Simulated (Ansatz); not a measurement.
A nudged elastic band was laid between two geometries of a periodic cell of 31 atoms, Al (host Al, host structure fcc, one Al atom removed).

Method: DFT PBE, scalar-relativistic, plane waves, PAW (Ansatz 0.2.0). Settings: PAW set soft_1, cutoff 420 eV, k mesh 3x3x3, fermi-dirac smearing 0.15 eV, no spin polarisation.

```
movable images  : 7
climbing image  : yes
spring          : 5.0 eV/Å²
optimiser       : quadratic models (default)
start path      : IDPP
force threshold : 0.05 eV/Å
iteration limit : 27
end points      : relaxed
```

First end point:

```xyz
31
Lattice="8.1000 0.0000 0.0000 0.0000 8.1000 0.0000 0.0000 0.0000 8.1000" Properties=species:S:1:pos:R:3
Al 4.049 0.016 0.016
Al 6.052 2.020 0.017
Al 6.053 0.016 2.020
Al -0.001 -0.010 -0.010
Al 2.046 2.020 0.017
Al 4.049 4.024 0.016
Al 6.078 6.070 -0.010
Al 2.045 0.015 2.020
Al 6.053 4.025 2.020
Al 4.049 0.016 4.023
Al 6.053 2.021 4.023
Al 6.079 -0.007 6.069
Al -0.001 4.049 -0.010
Al 2.019 6.069 -0.009
Al 0.000 2.019 2.019
Al 2.045 4.023 2.021
Al 4.048 6.070 2.020
Al -0.001 -0.010 4.049
Al 2.047 2.020 4.024
Al 4.050 4.024 4.024
Al 6.079 6.071 4.050
Al 2.018 -0.010 6.070
Al 4.048 2.020 6.070
Al 6.078 4.050 6.070
Al -0.001 6.069 2.020
Al -0.001 4.049 4.050
Al 2.019 6.070 4.050
Al 0.000 2.020 6.070
Al 2.020 4.050 6.070
Al 4.049 6.071 6.070
Al -0.002 6.069 6.070
```

Last end point:

```xyz
31
Lattice="8.1000 0.0000 0.0000 0.0000 8.1000 0.0000 0.0000 0.0000 8.1000" Properties=species:S:1:pos:R:3
Al 4.057 0.000 -0.007
Al 6.075 2.018 -0.007
Al 6.075 0.000 2.025
Al -0.007 0.000 -0.007
Al 2.025 2.051 0.026
Al 4.024 4.050 0.026
Al 6.075 6.082 -0.007
Al 2.025 0.000 2.025
Al 6.075 4.050 2.025
Al 4.057 0.000 4.057
Al 6.075 2.018 4.057
Al 6.075 0.000 6.075
Al 0.026 4.050 0.026
Al 2.025 6.049 0.026
Al 0.026 2.051 2.025
Al 4.024 2.051 2.025
Al 4.024 6.049 2.025
Al -0.007 0.000 4.057
Al 2.025 2.051 4.024
Al 4.024 4.050 4.024
Al 6.075 6.082 4.057
Al 2.025 0.000 6.075
Al 4.057 2.018 6.075
Al 6.075 4.050 6.075
Al 0.026 6.049 2.025
Al 0.026 4.050 4.024
Al 2.025 6.049 4.024
Al -0.007 2.018 6.075
Al 2.025 4.050 6.075
Al 4.057 6.082 6.075
Al -0.007 6.082 6.075
```

Task: What changes between the two ends?

Result: The atom that moves furthest is Al16, by 2.79 Å; four of its nearest neighbours are Al19 2.83, Al5 2.83, Al20 2.83, Al6 2.83 Å at the first end and Al20 2.83, Al5 2.83, Al6 2.83, Al19 2.83 Å at the last.

Task: Give the energies along the band, and the barrier.

Result: The forces met the threshold. The highest image is number 4 of 0 to 8, 0.63 eV above the ends, which have the same energy within 2 meV. By the program's own check the climbing image is a first-order saddle point (lowest curvatures found: -1.36 and 0.77 eV/Å²). Limits of this set-up: coarse k mesh, a small cell, in which the defect meets its images.

| image | path coordinate (Å) | energy (eV) |
| --- | --- | --- |
| 0 | 0.00 | 0.00 |
| 1 | 0.37 | 0.10 |
| 2 | 0.74 | 0.32 |
| 3 | 1.11 | 0.54 |
| 4 | 1.48 | 0.63 |
| 5 | 1.85 | 0.54 |
| 6 | 2.22 | 0.32 |
| 7 | 2.59 | 0.10 |
| 8 | 2.97 | 0.00 |

Task: What is the geometry of the highest image?

Result: 
```xyz
31
Lattice="8.1000 0.0000 0.0000 0.0000 8.1000 0.0000 0.0000 0.0000 8.1000" Properties=species:S:1:pos:R:3:forces:R:3
Al 4.056 0.025 0.042 0.00 0.00 0.00
Al 6.042 2.014 0.037 0.01 0.00 0.00
Al 6.061 0.013 2.023 0.00 0.00 0.00
Al -0.009 -0.011 -0.004 0.00 0.00 0.00
Al 1.979 1.977 -0.138 0.00 0.00 0.00
Al 4.098 4.096 -0.160 0.00 0.00 0.01
Al 6.083 6.081 -0.003 0.00 0.00 0.00
Al 2.061 0.057 2.023 0.00 -0.01 0.00
Al 6.011 4.009 2.022 0.00 0.00 0.00
Al 4.056 0.026 4.002 0.00 0.00 0.00
Al 6.044 2.014 4.008 0.00 0.00 0.00
Al 6.075 -0.004 6.072 0.00 0.00 0.00
Al 0.027 4.054 0.042 0.00 0.00 0.00
Al 2.016 6.040 0.037 0.00 0.01 0.00
Al 0.060 2.059 2.023 -0.01 0.00 0.00
Al 3.055 3.052 2.023 -0.02 -0.02 -0.01
Al 4.011 6.009 2.022 0.00 0.00 0.00
Al -0.010 -0.012 4.050 0.00 0.00 -0.01
Al 1.977 1.975 4.185 0.01 0.01 0.00
Al 4.096 4.094 4.203 0.01 0.01 0.00
Al 6.082 6.079 4.047 0.00 0.00 0.00
Al 2.014 -0.072 6.073 0.00 0.00 0.00
Al 4.071 1.993 6.073 0.00 0.00 0.00
Al 6.152 4.055 6.071 0.00 0.00 0.00
Al 0.015 6.059 2.022 0.00 0.00 0.00
Al 0.028 4.054 4.002 0.00 0.00 0.00
Al 2.016 6.042 4.008 0.00 0.00 0.00
Al -0.070 2.012 6.073 0.00 0.00 0.00
Al 1.995 4.069 6.073 0.00 0.00 0.00
Al 4.057 6.150 6.071 0.00 0.00 0.00
Al -0.002 6.073 6.072 0.00 0.00 0.00
```

The run took 12 min on 4 threads of Arm Neoverse V2, with other jobs on the host, peak memory 4.8 GiB.
